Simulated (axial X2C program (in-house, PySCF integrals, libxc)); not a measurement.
# CrF: from the state search to constants

Aim: find the lowest determinant of CrF, scan the bond at several levels and fit the constants, once spin-free and once with spin–orbit coupling.

Computed with an in-house X2C program for linear molecules on PySCF integrals. Level: all-electron X2C, Cr dyall-cv3z, F dyall-av3z.

All values are calculated.

## 1. Input

task.json

```json
{"zs": [24, 9], "q": 0, "bas": ["dyall-cv3z", "dyall-av3z"], "levels": ["PBE0", "HF", "PBE50"], "cc": true, "r0": 1.86, "thr": -2.0, "nmax": 90, "npts": 10, "nst": 2, "ntry": 6}
```

Keys: zs atomic numbers; q charge; bas basis sets; levels methods (HF also brings MP2); cc coupled cluster on or off; r0 starting distance in Å; thr threshold in hartree for freezing inner shells (an s shell follows its p shell); nmax most natural virtual spinors; npts points asked for on the curve; nst determinants followed; ntry starts of the search.

The run is started by

```
> python so2c.py task.json out
```

Spin-free means the one-electron spin-free X2C Hamiltonian; two-component (2c) means X2C with spin–orbit coupling and atomic mean-field two-electron Coulomb and Gaunt terms. Basis: Cr dyall-cv3z contracted to [9s10p6d3f2g], F dyall-av3z contracted to [7s6p3d2f]; Gaussian nuclei, density fitting. Masses: Cr 51.941 u, F 18.998 u.

Notation: σ, π±, δ± give the projection m of an orbital's angular momentum (0, ±1, ±2), α and β its spin, Λ and M_S the sums; ω is the projection of a spinor's total angular momentum and Ω the sum. Logs are in hartree.

The results follow Hamiltonian by Hamiltonian and level by level.

## 2. State search with PBE0

PBE0 moves the distance from 1.860 Å to 1.783 Å and compares determinants there.

Spin-free determinants:

| ΔE (eV) | state | open shells |
| --- | --- | --- |
| 0.00 | M_S = 5/2, Λ = 0 | beyond closed shells: σα, π+α, π-α, δ+α, δ-α |
| 1.21 | M_S = 5/2, Λ = 1 | beyond closed shells: 2 × σα, π+α, δ+α, δ-α |
| 1.23 | M_S = 3/2, Λ = 0 | beyond closed shells: σβ, π+α, π-α, δ+α, δ-α |
| 1.69 | M_S = 3/2, Λ = 1 | beyond closed shells: π+α, δ+α, δ-α |
| 2.04 | M_S = 5/2, Λ = 2 | beyond closed shells: 2 × σα, π+α, π-α, δ+α |
| 2.38 | M_S = 3/2, Λ = 2 | beyond closed shells: π+α, π-α, δ+α |
| 3.31 | M_S = 3/2, Λ = 1 | beyond closed shells: π+α, π+β, π-α, δ+α, δ-α |

Two-component determinants:

| ΔE (eV) | state | open shells |
| --- | --- | --- |
| 0.00 | Ω = 5/2 | excess of +ω over −ω: ω = 5/2 |
| 1.20 | Ω = 3/2 | excess of +ω over −ω: ω = 1/2, ω = -3/2, ω = 5/2 |
| 1.23 | Ω = 3/2 | excess of +ω over −ω: 2 × ω = -1/2, ω = 5/2 |
| 1.23 | Ω = 7/2 | excess of +ω over −ω: 2 × ω = 1/2, ω = 5/2 |
| 1.68 | Ω = 1/2 | excess of +ω over −ω: ω = -1/2, ω = -3/2, ω = 5/2 |
| 2.02 | Ω = 1/2 | excess of +ω over −ω: ω = 1/2 |
| 2.07 | Ω = 9/2 | excess of +ω over −ω: ω = 1/2, ω = 3/2, ω = 5/2 |

## 3. PBE0, spin-free

State followed: M_S = 5/2, Λ = 0 (beyond closed shells: σα, π+α, π-α, δ+α, δ-α). The scan is laid around 1.783 Å, a first estimate of the minimum, and this SCF restarts from the orbitals of the search.

Output at 1.783 Å:

```text
spin-free X2C-1e  PBE0
basis functions 162  fitting functions 883  grid points 5076
iter        total energy     max residual
   1      -1150.544152612     4.04e-05
   2      -1150.544152646     3.79e-05
   3      -1150.544152650     3.01e-05
   4      -1150.544152659     1.24e-05
converged
one-electron -1714.11264326  Coulomb 558.85599720  exact exchange -14.52777348  xc functional -44.86645077  nuclear repulsion 64.10671764
```

Along the bond, energies from the lowest point:

```csv
R (Å),E (eV),μ (D),HOMO (eV),LUMO (eV),iterations
1.551,0.9159,-2.26,-5.54,-1.42,29
1.623,0.3746,-2.82,-5.63,-1.70,27
1.676,0.1463,-3.24,-5.71,-1.90,23
1.730,0.0306,-3.64,-5.78,-2.09,19
1.783,0.0000,-4.04,-5.85,-2.27,4
1.845,0.0431,-4.50,-5.93,-2.46,18
1.908,0.1463,-4.94,-6.01,-2.63,15
1.988,0.3365,-5.48,-6.11,-2.83,16
2.086,0.6192,-6.12,-6.23,-3.04,15
2.229,1.0665,-6.96,-6.39,-3.30,16
```

Dipoles are positive if F is the positive end.

Outer orbitals at the reference distance:

| symmetry | occupied | ε (eV) | atomic character |
| --- | --- | --- | --- |
| σα | yes | -30.19 | 86% F s, 6% Cr d, 5% Cr p |
| σβ | yes | -30.17 | 86% F s, 6% Cr d, 5% Cr p |
| σα | yes | -10.90 | 82% F p, 13% Cr d |
| σβ | yes | -10.86 | 88% F p, 7% Cr d |
| π-α | yes | -10.48 | 79% F p, 18% Cr d |
| π+α | yes | -10.48 | 79% F p, 18% Cr d |
| π+β | yes | -9.99 | 92% F p, 5% Cr d |
| π-β | yes | -9.99 | 92% F p, 5% Cr d |
| δ+α | yes | -7.16 | 100% Cr d |
| δ-α | yes | -7.16 | 100% Cr d |
| π-α | yes | -6.85 | 80% Cr d, 15% F p, 3% Cr p |
| π+α | yes | -6.85 | 80% Cr d, 15% F p, 3% Cr p |
| σα | yes | -5.85 | 52% Cr s, 31% Cr d, 8% F p |
| σα | no | -2.27 | 43% Cr d, 31% Cr p, 18% Cr s |
| σβ | no | -1.56 | 76% Cr s, 10% Cr p, 5% F p |
| π-α | no | -0.61 | 89% Cr p, 6% F p, 4% Cr d |
| π+α | no | -0.61 | 89% Cr p, 6% F p, 4% Cr d |

PBE0 fields in the half plane through the axis: z from -2.4 to 3.9 Å across, distance from the axis 0.15 to 2.25 Å upwards; Cr lies at z = 0 and F at z = 1.783 Å; the ELF is damped to zero where the density is low.

log10 density (e/bohr³). Ten even steps from ' ' (-5.43 ) to '@' (1.40 ):
```
..::::::----------------::::::::::......    
::::::------======--------------::::::....  
::::------================----------::::....
::::----======++++++==============----::::..
::----====++++++++++++++++++++++++==----::..
::----====++**********++********++++==--::::
::----====++**##%%##******######**++==----::
::------==++##%%@@%%##**##%%%%%%##++====--::
```

ELF. Ten even steps from ' ' (0.00 ) to '@' (0.86 ):
```
      ::--++++++==--::                      
    ::==********++==::..                    
  ..--++**##****==--::..                    
  ..--++++****++--::......::::::::..        
  ..::--========--::....::++**++==::..      
      ....::==++++++::..++%%@@%%##==::      
          ..**@@%%@@==..%%@@@@@@@@**--..    
            ##**@@++++::@@##::%%@@##--..    
```

Re = 1.779 Å, ωe = 662 cm⁻¹, ωexe = 3.99 cm⁻¹, Be = 0.3827 cm⁻¹, De = 4.80 eV, μ = -4.01 D.

## 4. HF, spin-free

The SCF at the reference distance of 1.783 Å:

```text
spin-free X2C-1e  HF
basis functions 162  fitting functions 883  grid points 5076
iter        total energy     max residual
   1      -1149.261022327     1.93e-01
   2      -1149.289984058     1.57e-02
   3      -1149.294911656     3.36e-02
   4      -1149.298581794     1.68e-02
   5      -1149.303093290     1.14e-02
   6      -1149.304338239     1.11e-02
   7      -1149.304791470     1.60e-03
   8      -1149.304819923     6.97e-04
   9      -1149.304827724     3.77e-04
  10      -1149.304828923     7.35e-05
  11      -1149.304829063     4.73e-05
  12      -1149.304829104     1.61e-05
  13      -1149.304829108     6.23e-06
  14      -1149.304829108     2.19e-06
converged
one-electron -1712.78423326  Coulomb 557.60665514  exact exchange -58.23396862  xc functional 0.00000000  nuclear repulsion 64.10671764
```

Re = 1.812 Å, ωe = 673 cm⁻¹, ωexe = 3.32 cm⁻¹, Be = 0.3692 cm⁻¹, De = 3.48 eV, μ = -3.29 D.

## 5. PBE50, spin-free

Output at 1.783 Å:

```text
spin-free X2C-1e  PBE50
basis functions 162  fitting functions 883  grid points 5076
iter        total energy     max residual
   1      -1150.552799546     6.43e-02
   2      -1150.556856248     7.22e-03
   3      -1150.557070809     1.30e-02
   4      -1150.557492896     1.64e-03
   5      -1150.557562695     2.22e-03
   6      -1150.557647490     2.23e-03
   7      -1150.557669934     4.35e-04
   8      -1150.557670889     9.80e-05
   9      -1150.557670995     4.08e-05
  10      -1150.557671004     6.11e-06
converged
one-electron -1714.13732996  Coulomb 558.92280818  exact exchange -29.08803495  xc functional -30.36183191  nuclear repulsion 64.10671764
```

Re = 1.774 Å, ωe = 684 cm⁻¹, ωexe = 4.32 cm⁻¹, Be = 0.3852 cm⁻¹, De = 4.50 eV, μ = -4.14 D.

## 6. Correlated methods, spin-free

Correlated methods: 13 electrons correlated (frozen shells, counted by type: Cr 3 s, 2 p; F 1 s), 261 virtual spinors in MP2, 89 natural virtuals in coupled cluster.

Output of the correlated part at 1.783 Å:

```text
correlated 13  virtual 261  natural virtual 89  E(MP2) -0.366016705  MP2 remainder -0.017233669
iter   CCSD correlation   residual
   1     -0.343977241   1.11e-01
   2     -0.351709925   5.66e-02
   3     -0.355494657   3.00e-02
   4     -0.356149465   1.95e-02
   5     -0.356776175   1.35e-02
   6     -0.357234223   6.66e-03
   7     -0.357289781   2.75e-03
   8     -0.357326896   9.93e-04
   9     -0.357310989   4.09e-04
  10     -0.357312650   1.77e-04
  11     -0.357309765   7.60e-05
  12     -0.357310024   3.24e-05
  13     -0.357309833   1.33e-05
  14     -0.357309793   7.02e-06
  15     -0.357309770   4.32e-06
  16     -0.357309668   3.05e-06
  17     -0.357309568   2.03e-06
  18     -0.357309502   1.13e-06
  19     -0.357309460   5.64e-07
  20     -0.357309460   2.74e-07
(T) -0.011054156  T1 0.0586  D1 0.1932  max T2 0.033
```

T1 in the output is the amplitude norm over the root of the electron number; divide by √2 for the Lee–Taylor value.

MP2: Re = 1.790 Å, ωe = 672 cm⁻¹, Be = 0.3781 cm⁻¹, De = 5.08 eV.

CCSD: Re = 1.786 Å, ωe = 690 cm⁻¹, ωexe = 3.33 cm⁻¹, Be = 0.3799 cm⁻¹, De = 4.84 eV. T1 at Re = 0.042 (Lee–Taylor, the printed value over √2).

CCSD(T): Re = 1.784 Å, ωe = 689 cm⁻¹, ωexe = 3.36 cm⁻¹, Be = 0.3806 cm⁻¹, De = 4.95 eV. T1 at Re = 0.041 (Lee–Taylor, the printed value over √2).

## 7. A higher determinant, spin-free

State: M_S = 5/2, Λ = 1 (beyond closed shells: 2 × σα, π+α, δ+α, δ-α).

Output at the reference distance:

```text
spin-free X2C-1e  PBE0
basis functions 162  fitting functions 883  grid points 5076
iter        total energy     max residual
   1      -1150.499646668     2.14e-05
   2      -1150.499646671     1.25e-05
converged
one-electron -1712.14198060  Coulomb 556.84108865  exact exchange -14.51210000  xc functional -44.79337236  nuclear repulsion 64.10671764
```

```csv
R (Å),E above the lowest PBE0 point (eV)
1.551,2.427
1.623,1.773
1.676,1.473
1.730,1.295
1.783,1.211
1.845,1.203
1.908,1.266
1.988,1.418
2.086,1.673
```

Re = 1.819 Å, ωe = 636 cm⁻¹, ωexe = 3.37 cm⁻¹, Be = 0.3661 cm⁻¹, μ = -1.84 D. Te = 1.20 eV.

## 8. The spin-free curves together

Energy (eV) of the followed determinant, spin-free, from each level's lowest point:

```csv
R (Å),PBE0,HF,MP2,CCSD,CCSD(T),PBE50
1.551,0.916,1.262,1.032,n/a,n/a,0.915
1.623,0.375,0.575,0.442,0.438,0.428,0.366
1.676,0.146,0.262,0.185,0.179,0.174,0.137
1.730,0.031,0.080,0.047,0.043,0.040,0.024
1.783,0.000,0.000,0.000,0.000,0.000,0.000
1.845,0.043,0.002,0.031,0.039,0.041,0.053
1.908,0.146,0.081,0.130,0.147,0.150,0.167
1.988,0.336,0.258,0.324,0.355,0.359,0.370
2.086,0.619,0.549,0.624,n/a,n/a,0.665
2.229,1.067,1.039,1.117,n/a,n/a,1.115
```

## 9. PBE0, 2c

State followed: Ω = 5/2 (excess of +ω over −ω: ω = 5/2). The scan is laid around 1.783 Å, a first estimate of the minimum, and this SCF restarts from the orbitals of the search.

Output at 1.783 Å:

```text
two-component X2C + atomic mean field  PBE0
basis functions 162  fitting functions 883  grid points 5076
iter        total energy     max residual
   1      -1150.283650782     3.26e-05
   2      -1150.283650787     1.33e-05
converged
one-electron -1713.47014570  Coulomb 558.72872853  exact exchange -14.52451370  xc functional -44.85642585  nuclear repulsion 64.10671764  atomic mean-field constant -0.26801172
```

Along the bond, energies from the lowest point:

```csv
R (Å),E (eV),μ (D),HOMO (eV),LUMO (eV),iterations
1.551,0.9185,-2.26,-5.54,-1.41,31
1.623,0.3763,-2.82,-5.63,-1.70,27
1.676,0.1474,-3.24,-5.70,-1.90,23
1.730,0.0311,-3.65,-5.78,-2.09,19
1.783,0.0000,-4.04,-5.85,-2.27,2
1.845,0.0425,-4.50,-5.93,-2.46,19
1.908,0.1452,-4.94,-6.01,-2.63,15
1.988,0.3347,-5.49,-6.11,-2.83,16
2.086,0.6168,-6.12,-6.23,-3.04,15
2.229,1.0633,-6.96,-6.39,-3.30,16
```

Dipoles are positive if F is the positive end.

Outer spinors at the reference distance:

| ω | occupied | ε (eV) | atomic character | λ mixture |
| --- | --- | --- | --- | --- |
| 1/2 | yes | -30.20 | 86% F s, 6% Cr d, 5% Cr p | 100% σ |
| -1/2 | yes | -30.17 | 86% F s, 6% Cr d, 5% Cr p | 100% σ |
| 1/2 | yes | -10.90 | 82% F p, 13% Cr d | 100% σ |
| -1/2 | yes | -10.86 | 88% F p, 7% Cr d | 100% σ |
| -1/2 | yes | -10.49 | 79% F p, 18% Cr d | 100% π |
| 3/2 | yes | -10.46 | 79% F p, 18% Cr d | 100% π |
| 1/2 | yes | -10.00 | 92% F p, 5% Cr d | 100% π |
| -3/2 | yes | -9.97 | 92% F p, 5% Cr d | 100% π |
| -3/2 | yes | -7.19 | 100% Cr d | 100% δ |
| 5/2 | yes | -7.13 | 100% Cr d | 100% δ |
| -1/2 | yes | -6.86 | 80% Cr d, 15% F p, 3% Cr p | 100% π |
| 3/2 | yes | -6.83 | 80% Cr d, 15% F p, 3% Cr p | 100% π |
| 1/2 | yes | -5.85 | 52% Cr s, 31% Cr d, 8% F p | 100% σ |
| 1/2 | no | -2.27 | 43% Cr d, 31% Cr p, 18% Cr s | 100% σ |
| -1/2 | no | -1.56 | 76% Cr s, 10% Cr p, 5% F p | 100% σ |
| -1/2 | no | -0.62 | 89% Cr p, 6% F p, 4% Cr d | 100% π |
| 3/2 | no | -0.60 | 89% Cr p, 6% F p, 4% Cr d | 100% π |

PBE0 fields in the half plane through the axis: z from -2.4 to 3.9 Å across, distance from the axis 0.15 to 2.25 Å upwards; Cr lies at z = 0 and F at z = 1.783 Å; the ELF is damped to zero where the density is low.

log10 density (e/bohr³). Ten even steps from '0' (-5.43 ) to '9' (1.40 ):
```
1222333333332222211100
2223334443333333222110
2233344444444333332211
2233444555444444433221
2334455555555555543321
2334456666656666554322
2334456787666777654332
2333457898767888754432
```

ELF. Ten even steps from '0' (0.00 ) to '9' (0.86 ):
```
0002355543200000000000
0024666654210000000000
0135676643210000000000
0134566532111222210000
0123344432112565421000
0001124555215898742000
0000016989418999963100
0000007695529728973100
```

Re = 1.780 Å, ωe = 662 cm⁻¹, ωexe = 3.99 cm⁻¹, Be = 0.3825 cm⁻¹, De = 4.80 eV, μ = -4.02 D.

## 10. HF, 2c

Output at 1.783 Å:

```text
two-component X2C + atomic mean field  HF
basis functions 162  fitting functions 883  grid points 5076
iter        total energy     max residual
   1      -1149.000766035     1.93e-01
   2      -1149.029710847     1.58e-02
   3      -1149.034618922     3.36e-02
   4      -1149.038274760     1.67e-02
   5      -1149.042798806     1.16e-02
   6      -1149.044052195     1.11e-02
   7      -1149.044512552     1.61e-03
   8      -1149.044541401     7.02e-04
   9      -1149.044549353     3.79e-04
  10      -1149.044550602     7.28e-05
  11      -1149.044550757     4.75e-05
  12      -1149.044550812     2.37e-05
  13      -1149.044550823     1.95e-05
  14      -1149.044550830     1.37e-05
  15      -1149.044550835     8.88e-06
  16      -1149.044550837     5.60e-06
  17      -1149.044550838     2.81e-06
converged
one-electron -1712.13709782  Coulomb 557.47461874  exact exchange -58.22077769  xc functional 0.00000000  nuclear repulsion 64.10671764  atomic mean-field constant -0.26801172
```

Re = 1.812 Å, ωe = 673 cm⁻¹, ωexe = 3.32 cm⁻¹, Be = 0.3691 cm⁻¹, De = 3.46 eV, μ = -3.30 D.

## 11. PBE50, 2c

Output at 1.783 Å:

```text
two-component X2C + atomic mean field  PBE50
basis functions 162  fitting functions 883  grid points 5076
iter        total energy     max residual
   1      -1150.292403965     6.43e-02
   2      -1150.296458219     7.24e-03
   3      -1150.296672331     1.30e-02
   4      -1150.297093715     1.62e-03
   5      -1150.297162386     2.22e-03
   6      -1150.297246319     2.21e-03
   7      -1150.297268871     4.27e-04
   8      -1150.297269816     9.78e-05
   9      -1150.297269923     4.05e-05
  10      -1150.297269932     6.15e-06
converged
one-electron -1713.49743690  Coulomb 558.79827027  exact exchange -29.08155784  xc functional -30.35525138  nuclear repulsion 64.10671764  atomic mean-field constant -0.26801172
```

Re = 1.774 Å, ωe = 683 cm⁻¹, ωexe = 4.33 cm⁻¹, Be = 0.385 cm⁻¹, De = 4.49 eV, μ = -4.15 D.

## 12. MP2 and beyond, 2c

Correlated methods: 13 electrons correlated (frozen shells, counted by type: Cr 3 s, 2 p; F 1 s), 261 virtual spinors in MP2, 90 natural virtuals in coupled cluster.

Output of the correlated part at 1.783 Å:

```text
correlated 13  virtual 261  natural virtual 90  E(MP2) -0.365979830  MP2 remainder -0.016789197
iter   CCSD correlation   residual
   1     -0.344371146   1.11e-01
   2     -0.352116095   5.68e-02
   3     -0.355916077   3.01e-02
   4     -0.356574803   1.95e-02
   5     -0.357206961   1.36e-02
   6     -0.357667208   6.68e-03
   7     -0.357722783   2.76e-03
   8     -0.357760078   9.94e-04
   9     -0.357744226   4.09e-04
  10     -0.357745897   1.77e-04
  11     -0.357743000   7.66e-05
  12     -0.357743260   3.30e-05
  13     -0.357743067   1.40e-05
  14     -0.357743031   7.66e-06
  15     -0.357743011   4.80e-06
(T) -0.011108631  T1 0.0588  D1 0.1940  max T2 0.033
```

MP2: Re = 1.791 Å, ωe = 672 cm⁻¹, Be = 0.378 cm⁻¹, De = 5.06 eV.

CCSD: Re = 1.787 Å, ωe = 687 cm⁻¹, ωexe = 2.82 cm⁻¹, Be = 0.3796 cm⁻¹, De = 4.82 eV. T1 at Re = 0.042 (Lee–Taylor, the printed value over √2).

CCSD(T): Re = 1.786 Å, ωe = 685 cm⁻¹, Be = 0.3801 cm⁻¹, De = 4.93 eV. T1 at Re = 0.042 (Lee–Taylor, the printed value over √2).

## 13. A higher determinant, 2c

State: Ω = 3/2 (excess of +ω over −ω: ω = 1/2, ω = -3/2, ω = 5/2).

Output at the reference distance:

```text
two-component X2C + atomic mean field  PBE0
basis functions 162  fitting functions 883  grid points 5076
iter        total energy     max residual
   1      -1150.239615557     8.32e-05
   2      -1150.239615572     3.34e-05
   3      -1150.239615589     7.22e-05
   4      -1150.239615595     1.21e-05
converged
one-electron -1711.49780967  Coulomb 556.71160175  exact exchange -14.50882012  xc functional -44.78329348  nuclear repulsion 64.10671764  atomic mean-field constant -0.26801172
```

```csv
R (Å),E above the lowest PBE0 point (eV)
1.551,2.417
1.623,1.762
1.676,1.461
1.730,1.282
1.783,1.198
1.845,1.190
1.908,1.253
1.988,1.405
2.086,1.658
```

Re = 1.820 Å, ωe = 636 cm⁻¹, ωexe = 3.37 cm⁻¹, Be = 0.366 cm⁻¹, μ = -1.84 D. Te = 1.18 eV.

## 14. The 2c curves together

Energy (eV) of the followed determinant, 2c, from each level's lowest point:

```csv
R (Å),PBE0,HF,MP2,CCSD,CCSD(T),PBE50
1.551,0.918,1.264,1.034,n/a,n/a,0.918
1.623,0.376,0.576,0.444,0.439,0.429,0.367
1.676,0.147,0.263,0.186,0.180,0.174,0.138
1.730,0.031,0.081,0.047,0.043,0.041,0.025
1.783,0.000,0.000,0.000,0.000,0.000,0.000
1.845,0.042,0.002,0.031,0.037,0.038,0.052
1.908,0.145,0.080,0.129,0.145,0.147,0.166
1.988,0.335,0.257,0.323,0.355,0.358,0.368
2.086,0.617,0.547,0.623,n/a,n/a,0.662
2.229,1.063,1.037,1.116,n/a,n/a,1.111
```

Time for the job: 2.9 min (1 thread of Arm Neoverse V1, shared host); peak memory 0.79 GiB.

## 15. Results

Lowest determinant that the search found at its distance, spin-free: M_S = 5/2, Λ = 0 (beyond closed shells: σα, π+α, π-α, δ+α, δ-α).

Lowest determinant that the search found at its distance, 2c: Ω = 5/2 (excess of +ω over −ω: ω = 5/2).

```tsv
Hamiltonian	level	Re (Å)	ωe (cm⁻¹)	De (eV)	μ (D)
spin-free	PBE0	1.779	662	4.80	-4.01
spin-free	HF	1.812	673	3.48	-3.29
spin-free	MP2	1.790	672	5.08	n/a
spin-free	CCSD	1.786	690	4.84	n/a
spin-free	CCSD(T)	1.784	689	4.95	n/a
spin-free	PBE50	1.774	684	4.50	-4.14
2c	PBE0	1.780	662	4.80	-4.02
2c	HF	1.812	673	3.46	-3.30
2c	MP2	1.791	672	5.06	n/a
2c	CCSD	1.787	687	4.82	n/a
2c	CCSD(T)	1.786	685	4.93	n/a
2c	PBE50	1.774	683	4.49	-4.15
```

Dipoles are positive if F is the positive end.

Time per point (s) on 1 thread of Arm Neoverse V1, shared host (2c runs; CCSD comes with the CCSD(T) run); the times are rough: PBE0 0.67, HF 0.41, MP2 0.68, CCSD(T) 6.2, PBE50 0.7.

In words: At CCSD(T), going from spin-free to two-component changes Re by +1 mÅ, ωe by -0.7 %; the spin-free picture holds up (part of it comes from the scalar share of the two-electron terms). De moves by -0.02 eV; both De rest on single-determinant atoms, which can miss part of an open shell's spin–orbit lowering.

De refers to Cr + F, each in the lowest determinant found, which need not be this curve's own limit. Each curve is one determinant whose occupation by symmetry is held fixed; it was picked as the lowest of a PBE0 search that is not exhaustive. Dissociation energies refer to the lowest single-determinant-based atoms at the same level and basis. Density functionals use the spin component along the axis (collinear). Coupled cluster ran in a truncated set of natural virtual spinors; the MP2 energy of the rest was added. With several unpaired electrons one determinant need not be a pure state. T1 at Re is 0.042 (Lee–Taylor), above the customary mark of 0.02.
